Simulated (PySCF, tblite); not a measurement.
# C3H6NSSi radical: geometry, infrared bands and EPR parameters

What infrared bands and EPR parameters should C3H6NSSi radical (`C=C/[C]=N/[SiH2]S`) show?

Programs: tblite 0.8.0 and PySCF 2.14.0, with density-fitted response routines of our own. Each step states its level of theory. These are calculated values for one molecule in the gas phase, unless marked as measured. Atoms count from 0, in the outputs and in this text.

## (1) Starting geometry

12 atoms, charge 0, multiplicity 2; geometry from: force field or distance geometry start.

Bonds of the start (Å): C0–C1 1.34, C1–C2 1.45, C2–N3 1.31, N3–Si4 1.78, Si4–S5 2.12, C0–H6 1.10, C0–H7 1.08, C1–H8 1.09, Si4–H9 1.48, Si4–H10 1.48, S5–H11 1.41.

## (2) Relaxing the molecule with GFN2-xTB

What the job is given:

```
{"job": {"kind": "relax", "xc": "GFN2-xTB", "basis": "xTB"}, "charge": 0, "multiplicity": 2}
C      2.526500    -0.011700     0.261700
C      1.582800     0.812100     0.726100
C      0.185900     0.702500     0.372500
N     -0.122700    -0.248200    -0.478100
Si    -1.795900    -0.516700    -1.009300
S     -3.259300     0.075800     0.412100
H      2.160600    -0.776300    -0.437100
H      3.564500     0.073700     0.539600
H      1.891800     1.589100     1.432400
H     -1.925600    -1.942500    -1.366900
H     -1.975500     0.291700    -2.232100
H     -2.831900    -0.050300     1.753100
```

The run is started by

```
$ OMP_NUM_THREADS=1 python probes_run.py task.json out
```

One launch serves the whole session: the jobs run in the order shown.

The program printed:

```text
step      E/eV     max force
  0    -470.06011    4.431
  1    -470.33025    3.689
  2    -470.47882    0.825
  3    -470.53518    0.945
  4    -470.68645    2.148
  5    -470.46533    8.055
  6    -470.88911    1.252
  7    -470.95965    0.958
  8    -471.05495    0.492
  9    -471.07241    0.599
 10    -471.12319    0.448
 11    -471.14610    0.443
 12    -471.15745    0.397
 13    -471.16858    0.422
 14    -471.18733    0.638
 15    -471.21758    0.632
 16    -471.24864    2.055
 17    -471.27813    0.745
 18    -471.29210    0.479
 19    -471.31027    0.289
 20    -471.32015    0.329
 21    -471.33305    0.685
 22    -471.34364    0.406
 23    -471.34991    0.214
 24    -471.35537    0.206
 25    -471.35931    0.184
 26    -471.36621    0.266
 27    -471.37122    0.231
 28    -471.37562    0.186
 29    -471.37868    0.161
 30    -471.38217    0.182
 31    -471.38657    0.191
 32    -471.39137    0.221
 33    -471.39576    0.207
 34    -471.39888    0.195
 35    -471.40183    0.193
 36    -471.40495    0.158
 37    -471.40777    0.144
 38    -471.40976    0.127
 39    -471.41160    0.168
 40    -471.41384    0.192
 41    -471.41723    0.178
 42    -471.42199    0.258
 43    -471.42711    0.209
 44    -471.43080    0.184
 45    -471.43370    0.178
 46    -471.43686    0.196
 47    -471.43999    0.300
 48    -471.44264    0.229
 49    -471.44467    0.180
 50    -471.44611    0.106
 51    -471.44748    0.158
 52    -471.44882    0.171
 53    -471.44987    0.197
 54    -471.45067    0.078
 55    -471.45141    0.083
 56    -471.45237    0.154
 57    -471.45355    0.208
 58    -471.45432    0.149
 59    -471.45474    0.083
 60    -471.45508    0.046
 61    -471.45551    0.071
 62    -471.45591    0.078
 63    -471.45612    0.044
 64    -471.45620    0.025
 65    -471.45627    0.027
 66    -471.45638    0.047
 67    -471.45656    0.062
 68    -471.45675    0.050
 69    -471.45686    0.027
 70    -471.45691    0.019
 71    -471.45697    0.020
 72    -471.45707    0.028
 73    -471.45723    0.032
 74    -471.45742    0.034
 75    -471.45758    0.031
 76    -471.45773    0.036
 77    -471.45791    0.045
 78    -471.45817    0.044
 79    -471.45855    0.077
 80    -471.45903    0.068
 81    -471.45947    0.091
 82    -471.45982    0.028
 83    -471.46002    0.040
 84    -471.46012    0.019
 85    -471.46017    0.018
 86    -471.46025    0.018
 87    -471.46033    0.023
 88    -471.46042    0.025
 89    -471.46048    0.020
 90    -471.46054    0.018
 91    -471.46056    0.016
 92    -471.46058    0.012
 93    -471.46060    0.010
 94    -471.46063    0.013
 95    -471.46065    0.012
 96    -471.46067    0.011
 97    -471.46068    0.007
```

It took 0.85 s on 1 thread of Intel Xeon at 2.70GHz, shared host.

Along the way: (not every step is listed) (the energy doesn't fall at every step)

```
step  energy from step 0 (eV)  largest force (eV/Å)
   0                   0.0000                4.4312
   1                  -0.2701                3.6888
   2                  -0.4187                0.8248
   3                  -0.4751                0.9448
   4                  -0.6263                2.1478
   5                  -0.4052                8.0551
   6                  -0.8290                1.2524
   7                  -0.8995                0.9585
   8                  -0.9948                0.4924
  16                  -1.1885                2.0547
  24                  -1.2953                0.2059
  32                  -1.3313                0.2215
  40                  -1.3537                0.1916
  48                  -1.3825                0.2286
  56                  -1.3923                0.1542
  64                  -1.3961                0.0246
  72                  -1.3970                0.0282
  80                  -1.3989                0.0685
  88                  -1.4003                0.0252
  92                  -1.4005                0.0117
  93                  -1.4005                0.0102
  94                  -1.4005                0.0126
  95                  -1.4005                0.0116
  96                  -1.4006                0.0114
  97                  -1.4006                0.0073
```

Close pairs (by a distance rule), those that changed most:

```csv
bond,before (Å),after (Å),change (Å)
C2–N3,1.312,1.205,-0.107
C1–C2,1.445,1.339,-0.106
S5–H11,1.413,1.324,-0.089
N3–Si4,1.776,1.722,-0.054
C0–C1,1.336,1.375,+0.039
Si4–S5,2.124,2.152,+0.028
C0–H6,1.099,1.074,-0.025
Si4–H10,1.477,1.454,-0.023
```

The next job starts from the end point, and lists it.

## (3) Harmonic vibrations with GFN2-xTB

What the job is given:

```
{"job": {"kind": "ir", "xc": "GFN2-xTB", "basis": "xTB"}, "charge": 0, "multiplicity": 2}
C      2.923945     0.067698     0.255063
C      1.705210     0.602612     0.598719
C      0.502808     0.134038     0.239778
N     -0.584483    -0.340295     0.027713
Si    -1.994475    -0.386679    -0.959084
S     -3.544315     0.406121     0.306378
H      2.993715    -0.821203    -0.342933
H      3.832476     0.530183     0.586413
H      1.671819     1.501683     1.203211
H     -2.185941    -1.813661    -1.160094
H     -2.076610     0.432446    -2.157414
H     -3.242952    -0.313628     1.376222
```

The program printed:

```text
mode    cm-1     km/mol
  1      44.4      2.27
  2      63.7      1.11
  3     118.1     21.77
  4     128.1      4.89
  5     149.1     13.17
  6     252.7     18.05
  7     287.2      3.77
  8     476.2    121.09
  9     498.7     37.74
 10     500.5     17.81
 11     526.6     17.64
 12     547.6     38.97
 13     638.2     21.04
 14     658.8     27.63
 15     675.9    140.30
 16     748.9    343.76
 17     763.9    222.18
 18     827.5     23.87
 19     973.7     10.66
 20    1126.6     34.49
 21    1223.0      0.49
 22    1379.6     55.80
 23    1465.2     46.39
 24    2126.6    481.83
 25    2319.4    281.25
 26    2343.3    130.33
 27    2470.8    118.95
 28    3025.2      4.35
 29    3136.6     12.07
 30    3176.6     25.68
```

Run time: 0.5 s. Hardware: 1 thread of Intel Xeon at 2.70GHz, shared host.

Which atoms move in the most intense modes:

```csv
cm⁻¹,km/mol,atoms
476,121.1,"H10 37 %, H9 37 %, Si4 15 %"
676,140.3,"H9 42 %, H11 41 %"
749,343.8,"H11 37 %, H10 29 %, H9 16 %, Si4 13 %"
764,222.2,"H9 54 %, H10 39 %"
2127,481.8,"C2 64 %, N3 31 %"
2319,281.2,"H10 77 %, H9 18 %"
2343,130.3,"H9 79 %, H10 19 %"
2471,119.0,H11 97 %
```

## (4) g tensor and hyperfine couplings: B3LYP/pcH-1

The job, as its differences from that of step 3:

```diff
@@ -1,2 +1,2 @@
-{"job": {"kind": "ir", "xc": "GFN2-xTB", "basis": "xTB"}, "charge": 0, "multiplicity": 2}
+{"job": {"kind": "epr", "basis": "pcH-1"}, "charge": 0, "multiplicity": 2}
 C      2.923945     0.067698     0.255063
```

Method: UKS B3LYP, pcH-1 on C H N S Si, non-relativistic, mean-field spin-orbit, GIAO.

The program printed:

```text
UKS, coarse grid
  cycle   1  E = -860.28643407  |g| = 3.72e-01
  cycle   2  E = -860.21162490  |g| = 5.30e-01
  cycle   3  E = -860.35054235  |g| = 8.53e-02
  cycle   4  E = -860.35378735  |g| = 4.27e-02
  cycle   5  E = -860.35478890  |g| = 6.76e-03
  cycle   6  E = -860.35485099  |g| = 4.37e-03
  cycle   7  E = -860.35486981  |g| = 1.59e-03
  cycle   8  E = -860.35487248  |g| = 7.31e-04
UKS, final grid
  cycle   1  E = -860.35491268  |g| = 1.04e-03
  cycle   2  E = -860.35491153  |g| = 1.89e-03
  cycle   3  E = -860.35491321  |g| = 3.52e-04
  cycle   4  E = -860.35491326  |g| = 4.32e-05
  cycle   5  E = -860.35491327  |g| = 3.44e-05
  cycle   6  E = -860.35491327  |g| = 1.16e-05
E = -860.35491327 Eh   <S^2> = 0.7643 (exact 0.7500)
g shifts (ppm)      1          2          3
  rmc          -158       -158       -158
  gc             32          8         15
  oz_so       -1604        -80       1010
  total       -1730       -230        867
hyperfine (MHz)  atom isotope    a_iso     a_fc   dipolar eigenvalues
    0   13C      57.37      57.43    -55.31    -53.83    109.14
    1   13C     -38.57     -38.58    -14.70      4.33     10.37
    2   13C      25.57      25.75    -32.34    -30.70     63.03
    3   14N      10.83      10.88     -7.48     -5.64     13.13
    4  29Si     -62.98     -63.05    -10.96      4.44      6.52
    5   33S       0.59       0.59     -0.68     -0.06      0.73
    6    1H     -43.17     -43.18    -24.58     -0.62     25.20
    7    1H     -45.08     -45.09    -27.17      0.38     26.78
    8    1H       5.48       5.48     -4.51      1.10      3.40
    9    1H      -3.98      -3.97     -1.80     -1.17      2.97
   10    1H      28.55      28.55     -1.87     -0.88      2.75
   11    1H      -0.49      -0.49     -1.10     -0.81      1.91
```

It took 78 s on 1 thread of Intel Xeon at 2.70GHz, shared host; peak memory 0.77 GiB.

Principal g values 2.00059, 2.00209, 2.00319; g(iso) = 2.00196, against 2.00232 for a free electron.

Mean a(iso) over the nuclei that a row names, and the largest dipolar term of the row (other rows stand at the frozen geometry):

```csv
nuclei,isotope,a(iso) (MHz),"a(iso) (G, at g = 2.0023)",largest dipolar term (MHz)
Si4,29Si,-63.0,-22.5,-11.0
C0,13C,57.4,20.5,109.1
H7,1H,-45.1,-16.1,-27.2
H6,1H,-43.2,-15.4,25.2
C1,13C,-38.6,-13.8,-14.7
C2,13C,25.6,9.1,63.0
"H9, H10",1H,12.3,4.4,3.0
N3,14N,10.8,3.9,13.1
H8,1H,5.5,2.0,-4.5
S5,33S,0.6,0.2,0.7
H11,1H,-0.5,-0.2,1.9
```

Mulliken spin populations:

```
atom  value (e)
  C0       0.72
  C1      -0.16
  C2       0.34
  N3       0.09
 Si4       0.04
  S5       0.00
  H6      -0.03
  H7      -0.03
  H8       0.00
  H9       0.00
 H10       0.02
 H11       0.00
```

In first order the couplings over 0.8 MHz of 1H, 14N give 72 distinct lines over 49.9 G, if the averaged nuclei exchange fast.

Orbitals, density, ELF and potential are computed afterwards from the orbital file.

ELF in a plane through or near 7 of the atoms.

Values, 10 rows by 14 columns:
```
0.00 0.00 0.00 0.00 0.00 0.00 0.00 0.00 0.00 0.00 0.00 0.00 0.00 0.00
0.00 0.00 0.00 0.00 0.00 0.00 0.00 0.00 0.00 0.02 0.06 0.03 0.00 0.00
0.00 0.00 0.00 0.00 0.29 0.55 0.01 0.00 0.00 0.26 0.44 0.35 0.12 0.00
0.00 0.00 0.07 0.02 0.56 0.87 0.11 0.23 0.04 0.49 0.26 0.75 0.61 0.02
0.00 0.03 0.97 0.92 0.68 0.23 0.53 0.81 0.59 0.51 0.23 0.87 0.78 0.02
0.00 0.04 0.97 0.95 0.24 0.48 0.31 0.62 0.89 0.36 0.75 0.66 0.50 0.00
0.00 0.00 0.08 0.46 0.90 0.07 0.31 0.51 0.49 0.27 0.39 0.04 0.01 0.00
0.00 0.00 0.00 0.30 0.82 0.05 0.01 0.03 0.10 0.72 0.50 0.02 0.00 0.00
0.00 0.00 0.00 0.00 0.03 0.00 0.00 0.00 0.02 0.12 0.06 0.00 0.00 0.00
0.00 0.00 0.00 0.00 0.00 0.00 0.00 0.00 0.00 0.00 0.00 0.00 0.00 0.00
```
The map spans 13.0 Å across and 8.3 Å up, centred on the molecule. Atoms in the plane (x, y in Å): C0 (-2.9, -0.2), C1 (-1.8, 0.5), C2 (-0.5, 0.2), N3 (0.6, 0.0), Si4 (2.1, -0.7), S5 (3.4, 1.1), H7 (-3.9, 0.1).

On the surface of density 0.002 e/bohr³ the electrostatic potential runs, from the 1st to the 99th percentile, from -0.79 V near S5 to 1.40 V near H10.

The spin density lies nearest to C0 38 %; C2 24 %; N3 11 %; C1 7 % (beta excess).

## (5) Outcome

| quantity | value |
| --- | --- |
| strongest single infrared mode (GFN2-xTB) | 2127 cm⁻¹, 482 km/mol |
| zero-point energy (GFN2-xTB) | 46.7 kcal/mol |
| g(iso) (B3LYP) | 2.00196 |
| ⟨S²⟩ | 0.764 (exact 0.75) |
| largest a(iso) (averaged by class) | 29Si on Si4, -63.0 MHz |
| surface potential, 1st and 99th percentile | -0.79 V and 1.40 V |

**Reading.** Relaxing lowered the energy by 1.401 eV in 97 steps; the close pair that moved most is C2–N3, from 1.312 to 1.205 Å. All 30 modes are real, so the xTB geometry is a minimum. The strongest single mode, at 2127 cm⁻¹, moves mainly C2. GFN2-xTB is a fitted tight-binding method: band positions and strengths are rough. Its intensities can rank the bands wrongly. C0 carries the largest spin population, 0.72 e. The isotropic g lies 0.4 ppt below the free-electron value.
